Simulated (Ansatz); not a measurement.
## MnPt2 under changes of volume

One of the cells (15.408 Å³/atom); the others are scaled copies at fixed shape and fractional positions:

```
Pt Mn
1.0
     2.85840    0.00000    0.00000
    -1.42920    2.47545    0.00000
     0.00000    0.00000    6.53250
Pt Mn
2 1
Direct
  0.66667 0.33333 0.31621
  0.33333 0.66667 0.68379
  0.00000 0.00000 0.00000
```

The cell comes from a database or a generator and needn't be the stable form of this composition.

- Program: Ansatz 0.2.0
- Functional: LDA
- Potentials or basis: Ansatz PAW
- Cutoff: 420 eV (not typed: the program's choice for these potentials)
- k mesh: 11 × 11 × 4
- Occupations: fermi-dirac, width 0.05 eV
- Spin: collinear spin, ferromagnetic start
- Starting moments: [0.0, 0.0, 4.0] μB

```csv
volume (Å³/atom),energy over the lowest point (meV/atom),pressure (GPa),moment (μB per cell),largest force (eV/Å)
14.483,0.00,-5.9,3.89,0.019
14.791,?,?,?,?
15.099,36.13,-12.8,4.16,0.050
15.408,63.54,-15.7,4.29,0.086
15.716,95.89,-18.2,4.40,0.122
16.024,132.80,-20.5,4.49,0.159
16.332,173.94,-22.6,4.55,0.194
```

**Question.** What does the run at 14.791 Å³/atom give?

**Answer.** Energy over the lowest point 14.59 meV/atom; pressure -9.6 GPa; moment 4.03 μB per cell; largest force 0.015 eV/Å.

Worked out: A Birch-Murnaghan fit of order 3 (a polynomial in V^(-2/3)) to the other rows has its minimum at 14.05 Å³/atom, just outside them, with B0 = V·E''(V) = 207 GPa and B' = 4.4 at fixed shape and positions, which overstates the stiffness. It gives 14.80 meV/atom at 14.791 Å³/atom, against the run's 14.59, and -dE/dV = -9.5 GPa, against -9.6. A parabola through the other rows of the moment, of slope 0.461 μB per Å³/atom there, gives 4.04 μB, against the run's 4.03.

Energies are extrapolated to zero smearing.

Caveats: the PAW data sets come from PBE, with cores solved anew for the run's functional, which leaves a small shift of forces and pressure.
